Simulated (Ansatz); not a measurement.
# CH₈ClNOSi₂: a ladder of functionals and wavefunction methods

An exercise on one series of results from a longer session: the logs are not shown, and one member is left open.

Computed with Ansatz 0.2.0, Gaussian basis. Level: functionals in def2-TZVPP, the program's frozen cores in correlated methods.

Levels to be run: PBE-D4, r2SCAN-D4, PBE0-D4, B3LYP-D4, ωB97X-V, ωB97M-V, B2PLYP; CCSD(T)/def2-TZVPP; MP2/def2-QZVPP; extrapolation to the limit.

**The relaxed structure**

All runs share one geometry, relaxed beforehand with PBE0-D4 in a triple-zeta def2 set.

SMILES `CN([SiH2]O)[SiH2]Cl`, 14 atoms, charge 0, spin multiplicity 1.

Atoms are counted from 1 here; the program's logs count them from 0.

Bond lengths: C1–N2 1.463 Å, C1–H7 1.095 Å, C1–H8 1.092 Å, C1–H9 1.094 Å, N2–Si3 1.735 Å, N2–Si5 1.707 Å, Si3–O4 1.640 Å, Si3–H10 1.481 Å, Si3–H11 1.489 Å, O4–H12 0.960 Å, Si5–Cl6 2.079 Å, Si5–H13 1.480 Å, Si5–H14 1.476 Å. Angles: N2–C1–H7 111.8°, N2–C1–H8 110.5°, N2–C1–H9 111.2°, H7–C1–H8 107.9°, H7–C1–H9 108.0°, H8–C1–H9 107.1°, C1–N2–Si3 117.6°, C1–N2–Si5 120.4°, Si3–N2–Si5 121.1°, N2–Si3–O4 109.2°, N2–Si3–H10 112.8°, N2–Si3–H11 106.7°, O4–Si3–H10 105.1°, O4–Si3–H11 113.5°, H10–Si3–H11 109.8°, Si3–O4–H12 117.9°, N2–Si5–Cl6 112.2°, N2–Si5–H13 108.6° and more.

As a file:

```
C    -0.0923    1.6610    0.5539
N     0.0044    0.2211    0.3145
Si   -1.4256   -0.6008   -0.2222
O    -0.9950   -1.9561   -1.0390
Si    1.5277   -0.5496    0.2883
Cl    2.2953   -0.7050   -1.6377
H    -0.3784    2.2061   -0.3514
H     0.8660    2.0578    0.8961
H    -0.8298    1.8841    1.3310
H    -2.2673   -1.0781    0.8996
H    -2.1927    0.3719   -1.0492
H    -0.4438   -1.8544   -1.8186
H     2.4904    0.2786    1.0489
H     1.4411   -1.9367    0.7858
```

Set-up of the first run:

in.yaml reads:

```yaml
crystal:
  periodic: [false, false, false]
  atoms:
    - {symbol: C, position_ang: [-0.092283, 1.661038, 0.553923]}
    - {symbol: N, position_ang: [0.004380, 0.221148, 0.314530]}
    - {symbol: Si, position_ang: [-1.425646, -0.600819, -0.222174]}
    - {symbol: O, position_ang: [-0.994951, -1.956117, -1.039025]}
    - {symbol: Si, position_ang: [1.527726, -0.549607, 0.288329]}
    - {symbol: Cl, position_ang: [2.295311, -0.705044, -1.637668]}
    - {symbol: H, position_ang: [-0.378367, 2.206121, -0.351420]}
    - {symbol: H, position_ang: [0.865980, 2.057845, 0.896077]}
    - {symbol: H, position_ang: [-0.829813, 1.884090, 1.330980]}
    - {symbol: H, position_ang: [-2.267287, -1.078064, 0.899576]}
    - {symbol: H, position_ang: [-2.192739, 0.371880, -1.049200]}
    - {symbol: H, position_ang: [-0.443783, -1.854431, -1.818583]}
    - {symbol: H, position_ang: [2.490398, 0.278621, 1.048890]}
    - {symbol: H, position_ang: [1.441082, -1.936682, 0.785765]}
basis:
  gaussian: {orbitals: def2-TZVPP}
hamiltonian: {xc: pbe, dispersion: d4}
output: {forces: true, orbitals: {seedname: orbitals}}
```

Command:

```bash
ansatz run in.yaml --threads 2 --pin off --events-out ev --progress --plain --max-ram 20480MiB --backend cuda --devices 0, --max-vram 18GiB
```

Among the steps run: PBE-D4 (GGA); r2SCAN-D4 (meta-GGA); PBE0-D4 (hybrid); B3LYP-D4 (hybrid); ωB97X-V (range-separated); ωB97M-V (range-separated); B2PLYP (double hybrid); CCSD(T) in def2-TZVPP; MP2 in def2-QZVPP.

One table of the session follows, with a row left open; its other results are not shown here.

It belongs to the step «Atomisation energies». 

| method | atomisation energy (kJ/mol) |
| --- | --- |
| PBE-D4 | 4998.7 |
| r2SCAN-D4 | 4963.3 |
| PBE0-D4 | 4935.8 |
| B3LYP-D4 | 4962.5 |
| ωB97X-V | 4999.1 |
| ωB97M-V | 4992.5 |
| B2PLYP | 4903.7 |
| HF/def2-TZVPP | 3624.7 |
| MP2/def2-TZVPP | 4905.2 |
| CCSD/def2-TZVPP | 4769.1 |
| CCSD(T)/def2-TZVPP | 4835.9 |
| MP2/CBS | ? |
| CCSD(T)/CBS | 4984.3 |

Q: Estimate the row for MP2/CBS from the others.

The run gave: atomisation energy (kJ/mol): 5053.6. In the column «atomisation energy (kJ/mol)» it is the highest.

To keep in mind: Free atoms (1 C, 1 N, 2 Si, 1 O, 1 Cl, 8 H) were run apart at each level; the atomisation energy is their sum less the molecule, without zero-point or spin-orbit terms.
